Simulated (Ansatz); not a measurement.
# CH4AlNO (SMILES C1[NH][AlH][O]1) at 6 levels

Aim: a comparison of 6 runs (HF/STO-3G, HF/3-21G, HF/def2-SVP, HF/aug-cc-pVDZ, PBE0/STO-3G, B3LYP/6-31G*) of CH4AlNO. 

Program for the calculation: Ansatz 0.2.0.

5 further runs of the same task are left out: 2 for a known fault of the program, 1 that didn't finish, 2 set aside as unsound or not needed.

### Step 1. The molecule

CH4AlNO: 8 atoms, total charge 0, spin state singlet. SMILES: `C1[NH][AlH][O]1`. The shape is that of a PBE0-D4/def2-TZVP optimisation.

Bond lengths: C1–N2 1.466 Å, N2–Al3 1.758 Å, C1–O4 1.423 Å, Al3–O4 1.732 Å, C1–H5 1.099 Å, C1–H6 1.099 Å, N2–H7 1.002 Å, Al3–H8 1.569 Å. Some angles: C1–N2–Al3 87.4°, N2–C1–O4 102.5°, N2–Al3–O4 80.4°, C1–O4–Al3 89.8°, C1–N2–H7 120.2°, Al3–N2–H7 152.4°, N2–C1–H5 112.7°, N2–C1–H6 112.7°, O4–C1–H5 109.9°, O4–C1–H6 109.9°.

### Step 2. Energy and forces at HF/STO-3G (run 1)

Contents of molecule.yaml:

```yaml
crystal:
  periodic: [false, false, false]
  atoms:
    - symbol: C
      position_ang: [-0.254000, 0.762000, -0.440000]
    - symbol: N
      position_ang: [0.576900, 0.253100, 0.654700]
    - symbol: Al
      position_ang: [0.036100, -1.359500, 0.209100]
    - symbol: O
      position_ang: [-0.820500, -0.429100, -0.975000]
    - symbol: H
      position_ang: [0.332400, 1.276900, -1.213500]
    - symbol: H
      position_ang: [-1.052500, 1.431000, -0.090700]
    - symbol: H
      position_ang: [1.107700, 0.887000, 1.221500]
    - symbol: H
      position_ang: [0.166000, -2.878600, 0.578000]
basis:
  gaussian:
    orbitals: STO-3G
hamiltonian:
  xc: hf
accuracy: high
output: {forces: true, orbitals: {seedname: orbitals}}
```

On the command line:

```console
$ ansatz run molecule.yaml --threads 1 --pin off --max-ram 2610MiB --events-out events.jsonl --progress --plain --runs-dir runs
```

The program printed:

```text
Warning: RAYON_NUM_THREADS=1 ignored (pool sized by the plan → 1); use --threads N
Functional definition: HF
  name "HF"
  exchange = exact_x
  correlation = 0
579 factors; integrals over basis functions are off by at most 8.2e-9 eV
mean field evaluation 1: about -11054.2359 eV, gradient 3.1e1 eV
mean field evaluation 2: about -11054.3874 eV, gradient 3.1e1 eV
mean field evaluation 4: about -11057.8068 eV, gradient 1.7e0 eV
mean field evaluation 8: about -11057.8184 eV, gradient 4.1e-2 eV
mean field -11057.81843169 eV, -406.3673321059 hartree, gradient 7.7e-9 eV, S^2 0.000000; 0 other end points of the search recorded, 0 dependent functions left out
the calculation of the forces begins
reference -11057.81843169 eV, -406.3673321059 hartree; 19, 19 occupied and 9, 9 virtual orbitals, 579 factors
Total energy: -11057.81843169 eV, -406.3673321059 hartree
Atom 0 at    -0.254000     0.762000    -0.440000 Å, force    -0.007152     1.244552    -0.181366 eV/Å
Atom 1 at     0.576900     0.253100     0.654700 Å, force    -0.924793    -2.829605    -0.751047 eV/Å
Atom 2 at     0.036100    -1.359500     0.209100 Å, force     0.271064    -0.468350     0.398926 eV/Å
Atom 3 at    -0.820500    -0.429100    -0.975000 Å, force     0.433810    -1.576024     0.750267 eV/Å
Atom 4 at     0.332400     1.276900    -1.213500 Å, force    -0.029667     0.434227    -0.079998 eV/Å
Atom 5 at    -1.052500     1.431000    -0.090700 Å, force    -0.014910     0.434760    -0.091702 eV/Å
Atom 6 at     1.107700     0.887000     1.221500 Å, force     0.418869     0.498293     0.447350 eV/Å
Atom 7 at     0.166000    -2.878600     0.578000 Å, force    -0.147220     2.262145    -0.492430 eV/Å
Dipole moment:     0.219109    -0.298855     0.310893 e Å
```

Run time: 0.46 s. Hardware: 1 thread of AMD EPYC 9R14 (Zen 4), shared host; peak memory 0.26 GiB.

### Step 3. Energy and forces at HF/3-21G (run 2)

Contents of input.yaml:

```yaml
crystal:
  periodic: [false, false, false]
  atoms:
    - {symbol: C, position_ang: [-0.254000, 0.762000, -0.440000]}
    - {symbol: N, position_ang: [0.576900, 0.253100, 0.654700]}
    - {symbol: Al, position_ang: [0.036100, -1.359500, 0.209100]}
    - {symbol: O, position_ang: [-0.820500, -0.429100, -0.975000]}
    - {symbol: H, position_ang: [0.332400, 1.276900, -1.213500]}
    - {symbol: H, position_ang: [-1.052500, 1.431000, -0.090700]}
    - {symbol: H, position_ang: [1.107700, 0.887000, 1.221500]}
    - {symbol: H, position_ang: [0.166000, -2.878600, 0.578000]}
basis:
  gaussian: {orbitals: 3-21G.json}
magnetization: {spin_polarized: false, initial_magnetization: 0}
hamiltonian: {xc: hf}
accuracy: high
output: {forces: true, orbitals: {seedname: orbitals}}
```

The basis set 3-21G is read from a file made from the Basis Set Exchange's data (not shown).

On the command line:

```console
$ ansatz run input.yaml --threads 1 --pin off --max-ram 2610MiB --events-out events.jsonl --progress --plain --runs-dir runs
```

The program printed (excerpt; [...] marks lines left out):

```text
Warning: RAYON_NUM_THREADS=1 ignored (pool sized by the plan → 1); use --threads N
[... 2 set-up lines as earlier in the session ...]
[...]
1159 factors; integrals over basis functions are off by at most 7.7e-9 eV
[...]
mean field -11134.61168035 eV, -409.1894319420 hartree, gradient 6.9e-8 eV, S^2 0.000000; 0 other end points of the search recorded, 0 dependent functions left out
[...]
reference -11134.61168035 eV, -409.1894319420 hartree; 19, 19 occupied and 29, 29 virtual orbitals, 1159 factors
Total energy: -11134.61168035 eV, -409.1894319420 hartree
Atom 0 at    -0.254000     0.762000    -0.440000 Å, force    -0.385483     2.779321    -0.857215 eV/Å
Atom 1 at     0.576900     0.253100     0.654700 Å, force     0.535423     0.113957     0.642657 eV/Å
Atom 2 at     0.036100    -1.359500     0.209100 Å, force     0.247293    -1.242244     0.476251 eV/Å
Atom 3 at    -0.820500    -0.429100    -0.975000 Å, force    -0.392359    -0.832803    -0.370686 eV/Å
Atom 4 at     0.332400     1.276900    -1.213500 Å, force    -0.272575    -0.132628     0.413683 eV/Å
Atom 5 at    -1.052500     1.431000    -0.090700 Å, force     0.437445    -0.210033    -0.161673 eV/Å
Atom 6 at     1.107700     0.887000     1.221500 Å, force    -0.181652    -0.360862    -0.173356 eV/Å
Atom 7 at     0.166000    -2.878600     0.578000 Å, force     0.011909    -0.114708     0.030338 eV/Å
Dipole moment:     0.323290    -0.012248     0.399930 e Å
```

Run time: 0.74 s. Hardware: 1 thread of AMD EPYC 9R14 (Zen 4), shared host; peak memory 0.26 GiB.

Runs 3 to 5 aren't shown in full; the table further down has their settings and results.

### Step 4. Energy and forces at B3LYP/6-31G(d) (Cartesian functions) (run 6)

Contents of run.yaml:

```yaml
crystal:
  periodic: [false, false, false]
  atoms:
    - {symbol: C, position_ang: [-0.254000, 0.762000, -0.440000]}
    - {symbol: N, position_ang: [0.576900, 0.253100, 0.654700]}
    - {symbol: Al, position_ang: [0.036100, -1.359500, 0.209100]}
    - {symbol: O, position_ang: [-0.820500, -0.429100, -0.975000]}
    - {symbol: H, position_ang: [0.332400, 1.276900, -1.213500]}
    - {symbol: H, position_ang: [-1.052500, 1.431000, -0.090700]}
    - {symbol: H, position_ang: [1.107700, 0.887000, 1.221500]}
    - {symbol: H, position_ang: [0.166000, -2.878600, 0.578000]}
basis:
  gaussian:
    orbitals: "6-31G*"
hamiltonian:
  xc: {name: B3LYP}
accuracy: high
output: {forces: true, orbitals: {seedname: orbitals}}
```

On the command line:

```console
$ ansatz run run.yaml --threads 1 --pin off --max-ram 2610MiB --events-out events.jsonl --progress --plain --runs-dir runs
```

The program printed (excerpt; [...] marks lines left out):

```text
Warning: RAYON_NUM_THREADS=1 ignored (pool sized by the plan → 1); use --threads N
Functional definition: B3LYP
  name "B3LYP"
[...]
1632 factors; integrals over basis functions are off by at most 3.2e-9 eV
[...]
mean field -11236.85560153 eV, -412.9468267420 hartree, gradient 1.6e-8 eV, S^2 0.000000; 0 other end points of the search recorded, 0 dependent functions left out
[...]
reference -11236.85563931 eV, -412.9468281304 hartree; 19, 19 occupied and 53, 53 virtual orbitals, 1632 factors
Total energy: -11236.85563931 eV, -412.9468281304 hartree
Atom 0 at    -0.254000     0.762000    -0.440000 Å, force    -0.035963     0.365196    -0.095503 eV/Å
Atom 1 at     0.576900     0.253100     0.654700 Å, force     0.170347     0.111752     0.194699 eV/Å
Atom 2 at     0.036100    -1.359500     0.209100 Å, force     0.124317    -0.700591     0.249561 eV/Å
Atom 3 at    -0.820500    -0.429100    -0.975000 Å, force    -0.382193    -0.047418    -0.465566 eV/Å
Atom 4 at     0.332400     1.276900    -1.213500 Å, force     0.035766     0.070855    -0.059702 eV/Å
Atom 5 at    -1.052500     1.431000    -0.090700 Å, force    -0.056286     0.082543     0.015112 eV/Å
Atom 6 at     1.107700     0.887000     1.221500 Å, force     0.143746     0.171000     0.153761 eV/Å
Atom 7 at     0.166000    -2.878600     0.578000 Å, force     0.000265    -0.053337     0.007637 eV/Å
Dipole moment:     0.260303     0.065015     0.311776 e Å
```

Wall time 5.1 s (1 thread of AMD EPYC 9R14 (Zen 4), shared host); peak memory 0.26 GiB.

### Step 5. Overview of the runs

```csv
run,level,Cartesian functions,energy (Eh),dipole moment (D),HOMO energy (eV),LUMO energy (eV),wall time
1,HF/STO-3G,no,-406.367332,2.32,-7.04,9.81,0.46 s
2,HF/3-21G,no,-409.189432,2.47,-9.85,2.53,0.74 s
3,HF/def2-SVP,no,-411.248024,2.23,-10.08,2.56,2.1 s
4,HF/aug-cc-pVDZ,no,-411.479630,2.13,-10.03,0.74,6.9 s
5,PBE0/STO-3G,no,-407.496955,1.69,-2.97,5.70,1.8 s
6,B3LYP/6-31G* (Cartesian functions),yes,-412.946828,1.98,-6.36,-0.34,5.1 s
```

### Step 6. Results

| quantity | value |
| --- | --- |
| run 6: total energy | -412.94683 Eh |
| run 6: dipole moment | 1.98 D |
| run 6: HOMO energy | -6.36 eV |
| run 6: LUMO energy | -0.34 eV |
| run 6: HOMO–LUMO gap | 6.02 eV |
| run 6: largest force on an atom | 0.754 eV/Å |

The dipole moment (its size) runs from 1.69 D (PBE0/STO-3G) to 2.47 D (HF/3-21G). The two ends differ in method and basis. The HOMO–LUMO gap runs from 6.02 eV (B3LYP/6-31G*) to 16.85 eV (HF/STO-3G). Totals of different functionals can't be ranked against each other. In runs 1, 5 the basis is minimal, so the values are rough. All runs together took 17 s, the longest 6.9 s.
